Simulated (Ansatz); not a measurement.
The system is Yb3SnC.

```
CELL_PARAMETERS angstrom
5.91485 0.00000 0.00000
0.00000 5.91485 0.00000
0.00000 0.00000 5.91485
ATOMIC_POSITIONS crystal
Yb 0.50000 0.50000 0.00000
Yb 0.50000 0.00000 0.50000
Yb 0.00000 0.50000 0.50000
Sn 0.50000 0.50000 0.50000
C 0.00000 0.00000 0.00000
```

The cell comes from a database or a generator and needn't be the stable form of this composition.

```yaml
Program: Ansatz 0.2.0
Task: single point
Functional: PBE
Potentials_or_basis: Ansatz PAW
Cutoff: "420 eV (not typed: the program's choice for these potentials)"
k_mesh: 5 × 5 × 5
Occupations: fermi-dirac, width 0.05 eV
Spin: collinear spin, ferromagnetic start
Starting_moments: "[1.0, 1.0, 1.0, 0.0, 0.0] μB"
```

On this cell: pressure -0.3 GPa; largest force zero by symmetry; net moment 1.90 μB per cell; site moments Yb +0.03; Sn +0.01; C +1.81 μB; band gap on the k mesh none (metal or under the smearing width).

The same run follows on a disturbed copy (atoms moved at random, drawn with an rms of 0.05 Å):

```
CELL_PARAMETERS angstrom
5.91485 0.00000 0.00000
0.00000 5.91485 0.00000
0.00000 0.00000 5.91485
ATOMIC_POSITIONS crystal
Yb 0.49886 0.50162 0.99398
Yb 0.49083 0.00291 0.49664
Yb 0.99907 0.50016 0.50031
Sn 0.49816 0.50188 0.49842
C 0.00214 0.99564 0.00884
```

Q: What changes?

A: The energy (extrapolated to zero smearing) moves by -0.1 meV/atom; pressure -0.3 GPa; largest force 0.222 eV/Å; net moment 1.90 μB per cell; site moments Yb +0.03; Sn +0.01; C +1.79 μB; band gap on the k mesh none (metal or under the smearing width).

Forces in eV/Å, atoms in the order of the input:
```
Yb  -0.016  0.026  0.220
Yb  -0.041 -0.056 -0.057
Yb  -0.055  0.021 -0.046
Sn   0.062  0.035 -0.172
C    0.050 -0.026  0.055
```

Caveats: spin-orbit coupling is left out, which moves the levels of the heavy elements; without U or exact exchange the open f shell lies at the Fermi level, which spoils levels, moments and volumes.
